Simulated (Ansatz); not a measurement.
**C₂H₄Sn: up Jacob's ladder to CCSD(T)**

One table from this session's results is given with a row withheld; the runs are named, their logs left out.

Method: functionals in def2-TZVPP, the program's frozen cores in correlated methods; program: Ansatz 0.2.0, Gaussian basis.

Levels to be run: LDA (SPW92), PBE-D4, revPBE-D4, BLYP-D4, r2SCAN-D4, B97M-V, PBE0-D4, B3LYP-D4, r2SCANh-D4, r2SCAN0-D4, HSE06-D4, BHLYP-D4, CAM-B3LYP-D4, LC-ωPBE, ωB97X-V, ωB97M-V, B2PLYP, PBE-QIDH; CCSD(T)/def2-SVP; CCSD(T)/def2-TZVPP; CCSD(T)/def2-QZVPP; extrapolation to the limit; RPA on PBE.

## The relaxed structure

All runs share one geometry, relaxed beforehand with PBE0-D4 in a triple-zeta def2 set. Sn takes the def2 core potential; no spin-orbit term is included.

SMILES `C#[C][SnH3]`, 7 atoms, charge 0, spin multiplicity 1.

Atoms are counted from 1 here; the program's logs count them from 0.

Bond lengths: C1–C2 1.206 Å, C1–H4 1.066 Å, C2–Sn3 2.081 Å, Sn3–H5 1.701 Å, Sn3–H6 1.701 Å, Sn3–H7 1.701 Å. Angles: C2–C1–H4 180.0°, C1–C2–Sn3 180.0°, C2–Sn3–H5 108.0°, C2–Sn3–H6 108.0°, C2–Sn3–H7 108.0°, H5–Sn3–H6 110.9°, H5–Sn3–H7 110.9°, H6–Sn3–H7 110.9°.

The first run:

in.yaml reads:

```yaml
crystal:
  periodic: [false, false, false]
  atoms:
    - {symbol: C, position_ang: [-0.891978, -1.923724, 0.189052]}
    - {symbol: C, position_ang: [-0.380648, -0.836797, 0.077890]}
    - {symbol: Sn, position_ang: [0.501989, 1.038438, -0.113639]}
    - {symbol: H, position_ang: [-1.344050, -2.884333, 0.287317]}
    - {symbol: H, position_ang: [0.178316, 1.615286, -1.680827]}
    - {symbol: H, position_ang: [-0.178056, 2.062999, 1.061696]}
    - {symbol: H, position_ang: [2.175626, 0.860231, 0.132910]}
basis:
  gaussian: {orbitals: def2-TZVPP}
hamiltonian: {xc: lda}
output: {orbitals: {seedname: orbitals}}
```

The run is started by

```sh
$ ansatz run in.yaml --threads 2 --pin off --events-out ev --progress --plain --max-ram 31744MiB --backend cpu
```

Among the steps run: LDA; PBE-D4 (GGA); revPBE-D4 (GGA); BLYP-D4 (GGA); r2SCAN-D4 (meta-GGA); B97M-V (meta-GGA); B3LYP-D4 (hybrid); r2SCANh-D4 (hybrid); r2SCAN0-D4 (hybrid); HSE06-D4 (hybrid); BHLYP-D4 (hybrid); CAM-B3LYP-D4 (range-separated); LC-ωPBE (range-separated); ωB97X-V (range-separated); ωB97M-V (range-separated); B2PLYP (double hybrid); PBE-QIDH (double hybrid).

One of the session's tables, all rows but one given; the rest of the session is left out.

It belongs to the step «Orbital energies across the functionals». 

```
  functional  HOMO (eV)  gap (eV)
 LDA (SPW92)      -7.05      6.10
      PBE-D4      -6.90      6.15
   revPBE-D4      -6.84      6.18
     BLYP-D4      -6.73      6.10
   r2SCAN-D4      -7.13      6.64
      B97M-V      -7.14      6.60
     PBE0-D4      -8.10      8.26
    B3LYP-D4      -7.85      7.78
  r2SCANh-D4      -7.58      7.42
  r2SCAN0-D4      -8.26      8.57
    HSE06-D4      -7.69      7.48
    BHLYP-D4      -9.13     10.05
CAM-B3LYP-D4      -9.44     10.53
     LC-ωPBE          ?         ?
     ωB97X-V     -10.48     12.48
     ωB97M-V     -10.35     11.93
```

Estimate the missing values for LC-ωPBE.

The run gave: HOMO (eV): -10.90; gap (eV): 13.02. In the column «HOMO (eV)» it is the lowest.
